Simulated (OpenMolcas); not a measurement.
**AlF3 (SMILES F[Al](F)F): levels of theory compared**

We compute a comparison of 6 runs (B2PLYP/6-311+G**, M06-L/6-311+G**, PBE/6-311+G**, r2SCAN/6-311+G**, revPBE/6-311+G**, CCSD(T)/6-311+G**) of AlF3. 

The results are computed with OpenMolcas 26.06.

1 further run of the same task is left out (set aside as unsound or not needed).

## (1) The system as given

AlF3 has 4 atoms, charge 0, and is taken as a singlet. As SMILES, `F[Al](F)F`. Geometry: relaxed at PBE0-D4/def2-TZVP.

Bond lengths: F1–Al2 1.629 Å, Al2–F3 1.629 Å, Al2–F4 1.629 Å. Angles: F1–Al2–F3 120.0°, F1–Al2–F4 120.0°, F3–Al2–F4 120.0°.

## (2) The energy at B2PLYP/6-311+G(d,p) (run 1)

Input file calc.input:

```
&GATEWAY
 BasLib=$CurrDir
 Coord
 4
 angstrom
 F        0.859410      -0.722590       1.180170
 Al       0.000000      -0.000010       0.000000
 F       -1.440740      -0.612530      -0.450110
 F        0.581330       1.335130      -0.730040
 Basis=6-311pGss
 Group=NoSym

&SEWARD
 GridInput
 Grid=UltraFine
 End of Grid

&SCF
 KSDFT=B2PLYP_SCF
 Thresholds=1e-10 1e-07 1e-07 1e-05
 PrOrbitals=0

&MBPT2
 Frozen=8
```

The basis set 6-311+G** is read from a file made from the Basis Set Exchange's data (not shown).

Launch:

```sh
$ export MOLCAS_MEM=1860
$ pymolcas calc.input > calc.log
```

Output:

```text
--- Start Module: gateway ---
[...]
--- Stop Module: gateway /rc=_RC_ALL_IS_WELL_ ---
[...]
      Basis functions           96
[...]
--- Start Module: scf ---
[...]
       Convergence after  11 Iterations
[...]
::    Total KS-DFT energy                            -541.7501124564
[...]
      Total spin, S                                     0.0000000000
[...]
      Total electronic charge=   40.000000
      Total            charge=   -0.000000
[...]
      Dipole Moment (debye):
      Origin of the operator (angstrom)=   -0.0000   -0.0000    0.0000
                   X= -9.5468E-07               Y= -1.1655E-04               Z= -5.8040E-05           Total=  1.3020E-04
      Quadrupole Moment (debye*angstrom):
[...]
--- Stop Module: scf /rc=_RC_ALL_IS_WELL_ ---
[...]
--- Start Module: mbpt2 ---
[...]
 ###    WARNING: MP2 implementation intended for RHF references only         ###
 ###############################################################################
MBPT2 WARNING: Reference function according to RunFile:KS-DFT
I'll assume you know what you're doing and continue
WARNING!
Default frozen orbitals as non valence orbitals is overwritten by user input.
Default values:   5
[...]
       Reference weight ( Cref**2 )         =        0.81917
::    Total MBPT2 energy                             -542.5734784399
[...]
      Total MBPT2 calculations                           0.26      0.29
--- Stop Module: mbpt2 /rc=_RC_ALL_IS_WELL_ ---
[...]
```

Run time: 11 s. Hardware: 1 thread of Intel Xeon 6975P-C (Granite Rapids), shared host; peak memory 0.53 GiB.

## (3) Energy and gradient at M06-L/6-311+G(d,p) (run 2)

Input file test.inp:

```
* AlF3 Kohn-Sham DFT
&GATEWAY
BasLib
$CurrDir
Coord
4
angstrom
F        0.859410      -0.722590       1.180170
Al       0.000000      -0.000010       0.000000
F       -1.440740      -0.612530      -0.450110
F        0.581330       1.335130      -0.730040
Basis
6-311pGss
Group
NoSym
&SEWARD
GridInput
Grid=UltraFine
End of Grid
&SCF
KSDFT
M06L
Thresholds
1e-10 1e-07 1e-07 1e-05
PrOrbitals
0
&ALASKA
```

The basis set 6-311+G** is read from a file made from the Basis Set Exchange's data (not shown).

Launch:

```sh
$ export MOLCAS_MEM=1860
$ pymolcas test.inp > test.log
```

Output:

```text
--- Start Module: gateway ---
[...]
--- Stop Module: gateway /rc=_RC_ALL_IS_WELL_ ---
[...]
      Basis functions           96
[...]
--- Start Module: scf ---
[...]
       Convergence after  12 Iterations
[...]
::    Total KS-DFT energy                            -542.2273606788
[...]
      Total spin, S                                     0.0000000000
[...]
      Total electronic charge=   40.000000
      Total            charge=   -0.000000
[...]
      Dipole Moment (debye):
      Origin of the operator (angstrom)=   -0.0000   -0.0000    0.0000
                   X=  9.3093E-06               Y= -8.5727E-05               Z= -6.9499E-05           Total=  1.1075E-04
      Quadrupole Moment (debye*angstrom):
[...]
--- Stop Module: scf /rc=_RC_ALL_IS_WELL_ ---
[...]
--- Start Module: alaska ---
[...]
 *              Molecular gradients               *
 **************************************************
  Irreducible representation: a
 ------------------------------------------------------------------------------------------
                              X                       Y                       Z
 ------------------------------------------------------------------------------------------
  F1               -6.65068101303490E-03    5.53006700307179E-03   -9.08052821011474E-03
  AL2               8.42964285282147E-05    7.36176147497395E-05   -6.91771713457292E-06
  F3                1.10669020722689E-02    4.73050331967251E-03    3.43679030461974E-03
  F4               -4.50051748773728E-03   -1.03341879374970E-02    5.65065562261147E-03
 ------------------------------------------------------------------------------------------
--- Stop Module: alaska /rc=_RC_ALL_IS_WELL_ ---
[...]
```

Wall time 17 s (1 thread of Intel Xeon 6975P-C (Granite Rapids), shared host); peak memory 0.53 GiB.

Runs 3 to 5 aren't shown in full; the table further down has their settings and results.

## (4) A single-point energy at CCSD(T)/6-311+G(d,p) (Cholesky decomposition) (run 6)

Input file calc.inp:

```
>>> EXPORT MOLCAS_PRINT=2

&GATEWAY
 BasLib=$CurrDir
 Coord
 4
 bohr
 F      1.62404953    -1.36549720     2.23019808
 Al     0.00000000    -0.00001890     0.00000000
 F     -2.72260402    -1.15751394    -0.85058463
 F      1.09855449     2.52303004    -1.37957566
 Basis=6-311pGss
 Group=NoSym

&SEWARD
 High

&SCF
 Thresholds=1e-10 1e-07 1e-07 1e-05
 PrOrbitals=0

&CHCC
 Frozen=8
 Threshold=1e-08
 MaxIterations=80

&CHT3
 Frozen=8
```

The basis set 6-311+G** is read from a file made from the Basis Set Exchange's data (not shown).

Launch:

```sh
$ export MOLCAS_MEM=1860
$ pymolcas calc.inp > calc.log
```

Output:

```text
--- Start Module: gateway ---
[...]
--- Stop Module: gateway /rc=_RC_ALL_IS_WELL_ ---
[...]
      Basis functions           96
[...]
       Convergence after  12 Iterations
[...]
::    Total SCF energy                               -540.5533123719
[...]
      Total spin, S                                     0.0000000000
[...]
      Total electronic charge=   40.000000
      Total            charge=   -0.000000
[...]
      Dipole Moment (debye):
      Origin of the operator (angstrom)=    0.0000   -0.0000    0.0000
                   X= -8.2673E-07               Y= -1.2537E-04               Z= -6.2342E-05           Total=  1.4002E-04
      Quadrupole Moment (debye*angstrom):
[...]
--- Start Module: chcc ---
[...]
--- Stop Module: chcc /rc=_RC_ALL_IS_WELL_ ---
[...]
--- Start Module: cht3 ---
[...]
--- Stop Module: cht3 /rc=_RC_ALL_IS_WELL_ ---
[...]
```

Run time: 93 s. Hardware: 1 thread of Intel Xeon 6975P-C (Granite Rapids), shared host; peak memory 0.14 GiB.

## (5) The series

| run | level | task | frozen core orbitals | energy (Eh) | dipole moment (D) of the reference | HOMO energy (eV) | LUMO energy (eV) | wall time |
| --- | --- | --- | --- | --- | --- | --- | --- | --- |
| 1 | B2PLYP/6-311+G** | energy | 8 | -541.972421 | 0.00 | -13.96 | -0.91 | 11 s |
| 2 | M06-L/6-311+G** | gradient | – | -542.227361 | 0.00 | -10.13 | -1.88 | 17 s |
| 3 | PBE/6-311+G** | gradient | – | -541.856154 | 0.00 | -9.80 | -2.65 | 15 s |
| 4 | r2SCAN/6-311+G** | gradient | – | -542.130759 | 0.00 | -10.29 | -2.11 | 17 s |
| 5 | revPBE/6-311+G** | gradient | – | -542.112599 | 0.00 | -9.71 | -2.54 | 14 s |
| 6 | CCSD(T)/6-311+G** (Cholesky decomposition) | energy | 8 | -541.250966 | 0.00 | -17.36 | 0.61 | 93 s |

## (6) What came out

```
                                          quantity          value
                               run 6: total energy  -541.25097 Eh
         run 6: dipole moment (mean-field density)         0.00 D
        run 6: HOMO energy (Hartree–Fock orbitals)      -17.36 eV
        run 6: LUMO energy (Hartree–Fock orbitals)        0.61 eV
      run 6: HOMO–LUMO gap (Hartree–Fock orbitals)       17.97 eV
run 6: correlation energy (8 core orbitals frozen)     -697.7 mEh
                             run 6: (T) correction     -15.66 mEh
```

**Reading.** Over runs 1, 2, 3, 4, 5 the HOMO–LUMO gap runs from 7.15 eV (PBE/6-311+G**) to 13.04 eV (B2PLYP/6-311+G**). A double hybrid's value is that of its SCF part. For B2PLYP the log adds the whole second-order term; the table takes 0.27 of it, as the functional is defined. Totals of different functionals can't be ranked against each other. All runs together took 2.8 min, the longest 93 s.
